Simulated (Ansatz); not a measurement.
Set up this calculation in Ansatz 0.2.0, as the native input.

* Task: projected density of states
* Functional: PBE
* Potentials or basis: Ansatz PAW
* Cutoff: 420 eV (not typed: the program's choice for these potentials)
* k mesh: 5 × 5 × 4
* Occupations: fermi-dirac, width 0.05 eV
* Spin: no spin polarisation
* Hubbard terms: Hf d U = 4 eV
* Hubbard projectors: ortho-atomic (the default)
* Double counting: fll (the default)

HfIn4SiO6:

```
Hf In Si O
1.0
     5.69867    0.00381    0.01559
    -0.70506    6.10815   -0.00575
    -2.73718   -1.39557    6.63076
Hf In Si O
1 4 1 6
Direct
  0.11793 0.01556 0.13292
  0.38842 0.99901 0.72891
  0.75865 0.00842 0.49586
  0.23461 0.48841 0.53300
  0.59649 0.48211 0.20528
  0.86778 0.44029 0.85544
  0.55316 0.38738 0.79290
  0.93454 0.38483 0.65596
  0.98414 0.26218 0.00347
  0.99083 0.69806 0.98452
  0.08665 0.06493 0.39374
  0.48680 0.10883 0.21799
```

The cell was built by a generator and needn't be a form met in nature.

The input as run:

input.yaml

```yaml
crystal:
  lattice:
    - [5.69867, 0.00381, 0.01559]
    - [-0.70506, 6.10815, -0.00575]
    - [-2.73718, -1.39557, 6.63076]
  atoms:
    - { symbol: Hf, position: [0.11793, 0.01556, 0.13292] }
    - { symbol: In, position: [0.38842, 0.99901, 0.72891] }
    - { symbol: In, position: [0.75865, 0.00842, 0.49586] }
    - { symbol: In, position: [0.23461, 0.48841, 0.533] }
    - { symbol: In, position: [0.59649, 0.48211, 0.20528] }
    - { symbol: Si, position: [0.86778, 0.44029, 0.85544] }
    - { symbol: O, position: [0.55316, 0.38738, 0.7929] }
    - { symbol: O, position: [0.93454, 0.38483, 0.65596] }
    - { symbol: O, position: [0.98414, 0.26218, 0.00347] }
    - { symbol: O, position: [0.99083, 0.69806, 0.98452] }
    - { symbol: O, position: [0.08665, 0.06493, 0.39374] }
    - { symbol: O, position: [0.4868, 0.10883, 0.21799] }
hamiltonian:
  xc: pbe
  pseudopotentials: { kind: paw }
  hubbard: { sites: [{ species: Hf, l: d, u_eff: 4.0 }] }
kpoints:
  mp_grid: { grid: [5, 5, 4] }
scf:
  occupations: { method: fermi_dirac, width: 0.05 }
  n_extra_bands: 30
output:
  forces: true
  stress: true
  eigenvalues: true
  dos: { projected: true, de: 0.05, nscf_kmesh: { grid: [8, 8, 6] } }
```

Potentials or basis: Ansatz PAW.

The run is started by

```console
$ ansatz run input.yaml --threads 8 --pin off --max-ram 20480MiB --backend cpu --events-out ev --progress --plain --runs-dir out
```

It gave:

```json
{"Pressure": "0.7 GPa", "Largest force": "0.501 eV/Å", "Band gap on the k mesh": "0.86 eV, indirect (least direct gap 1.19 eV)"}
```

Caveat: odd divisions of the mesh miss points on the zone boundary, where band edges often lie, so the gap on the mesh can be too wide; the pressure holds a Pulay correction of +0.3 GPa for the finite cutoff; spin-orbit coupling is left out, which moves the levels of the heavy elements; the density of states is complete only up to the lowest level of the last band computed.

Wall time 89 s on 8 threads of Arm Neoverse V2, on a shared host, peak memory 4 GiB.
